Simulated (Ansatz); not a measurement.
# C2H5BSe: one species, many methods

An exercise on one series of results from a longer session: the logs are not shown, and one member is left open.

Method: functionals in def2-TZVPP, the program's frozen cores in correlated methods; program: Ansatz 0.2.0, Gaussian basis.

The runs, in order: LDA (SPW92), PBE-D4, revPBE-D4, BLYP-D4, r2SCAN-D4, B97M-V, PBE0-D4, B3LYP-D4, r2SCANh-D4, r2SCAN0-D4, HSE06-D4, BHLYP-D4, CAM-B3LYP-D4, LC-ωPBE, ωB97X-V, ωB97M-V, B2PLYP, PBE-QIDH; CCSD(T)/def2-SVP; CCSD(T)/def2-TZVPP; MP2/def2-QZVPP; extrapolation to the limit; RPA on PBE.

## The relaxed structure

All runs share one geometry, relaxed beforehand with PBE0-D4 in a triple-zeta def2 set.

SMILES `CBC=[Se]`, 9 atoms, charge 0, spin multiplicity 1.

Atoms are counted from 1 here; the program's logs count them from 0.

Bond lengths: C1–B2 1.566 Å, C1–H5 1.099 Å, C1–H6 1.093 Å, C1–H7 1.091 Å, B2–C3 1.528 Å, B2–H8 1.201 Å, C3–Se4 1.765 Å, C3–H9 1.087 Å. Angles: B2–C1–H5 107.0°, B2–C1–H6 111.7°, B2–C1–H7 114.5°, H5–C1–H6 105.9°, H5–C1–H7 107.9°, H6–C1–H7 109.3°, C1–B2–C3 123.3°, C1–B2–H8 120.1°, C3–B2–H8 116.6°, B2–C3–Se4 101.2°, B2–C3–H9 135.8°, Se4–C3–H9 123.0°.

As a file:

```tsv
atom	x (Å)	y (Å)	z (Å)
C1	-0.1133	0.2964	-1.1876
B2	0.5400	0.0747	0.2180
C3	-0.1279	-0.7227	1.3377
Se4	-0.9782	0.5552	2.2084
H5	0.4351	-0.3350	-1.9011
H6	0.0163	1.3236	-1.5365
H7	-1.1688	0.0264	-1.2433
H8	1.6405	0.5003	0.4442
H9	-0.1551	-1.7652	1.6431
```

The first run:

The input, in.yaml:

```yaml
crystal:
  periodic: [false, false, false]
  atoms:
    - {symbol: C, position_ang: [-0.113346, 0.296387, -1.187614]}
    - {symbol: B, position_ang: [0.540002, 0.074732, 0.218018]}
    - {symbol: C, position_ang: [-0.127905, -0.722711, 1.337721]}
    - {symbol: Se, position_ang: [-0.978240, 0.555212, 2.208423]}
    - {symbol: H, position_ang: [0.435052, -0.334969, -1.901109]}
    - {symbol: H, position_ang: [0.016312, 1.323616, -1.536511]}
    - {symbol: H, position_ang: [-1.168756, 0.026357, -1.243291]}
    - {symbol: H, position_ang: [1.640515, 0.500251, 0.444166]}
    - {symbol: H, position_ang: [-0.155135, -1.765176, 1.643097]}
basis:
  gaussian: {orbitals: def2-TZVPP}
hamiltonian: {xc: lda}
output: {orbitals: {seedname: orbitals}}
```

Command:

```
$ ansatz run in.yaml --threads 2 --pin off --events-out ev --progress --plain --max-ram 4352MiB
```

Steps of the session up to this table: LDA; PBE-D4 (GGA); revPBE-D4 (GGA); BLYP-D4 (GGA); r2SCAN-D4 (meta-GGA); B97M-V (meta-GGA); PBE0-D4 (hybrid); B3LYP-D4 (hybrid); r2SCANh-D4 (hybrid); r2SCAN0-D4 (hybrid); HSE06-D4 (hybrid); BHLYP-D4 (hybrid); CAM-B3LYP-D4 (range-separated); LC-ωPBE (range-separated); ωB97X-V (range-separated); ωB97M-V (range-separated); B2PLYP (double hybrid); PBE-QIDH (double hybrid).

One table of the session follows, with a row left open; its other results are not shown here.

It belongs to the step «Frontier levels by functional». 

```
  functional  HOMO (eV)  LUMO (eV)  gap (eV)
 LDA (SPW92)      -5.71      -3.81      1.91
      PBE-D4          ?          ?         ?
   revPBE-D4      -5.52      -3.53      1.99
     BLYP-D4      -5.40      -3.45      1.95
   r2SCAN-D4      -5.75      -3.52      2.23
      B97M-V      -5.81      -3.42      2.39
     PBE0-D4      -6.64      -2.74      3.89
    B3LYP-D4      -6.41      -2.93      3.49
  r2SCANh-D4      -6.15      -3.20      2.96
  r2SCAN0-D4      -6.76      -2.70      4.06
    HSE06-D4      -6.24      -3.13      3.12
    BHLYP-D4      -7.55      -1.71      5.84
CAM-B3LYP-D4      -7.87      -1.62      6.25
     LC-ωPBE      -9.18      -0.56      8.63
     ωB97X-V      -8.85      -0.59      8.26
     ωB97M-V      -8.74      -0.66      8.08
```

Q: Estimate the row for PBE-D4 from the others.

**Answer.** HOMO (eV): -5.57; LUMO (eV): -3.61; gap (eV): 1.97. In the column «HOMO (eV)» it lies between LDA (SPW92) (-5.71) and revPBE-D4 (-5.52).
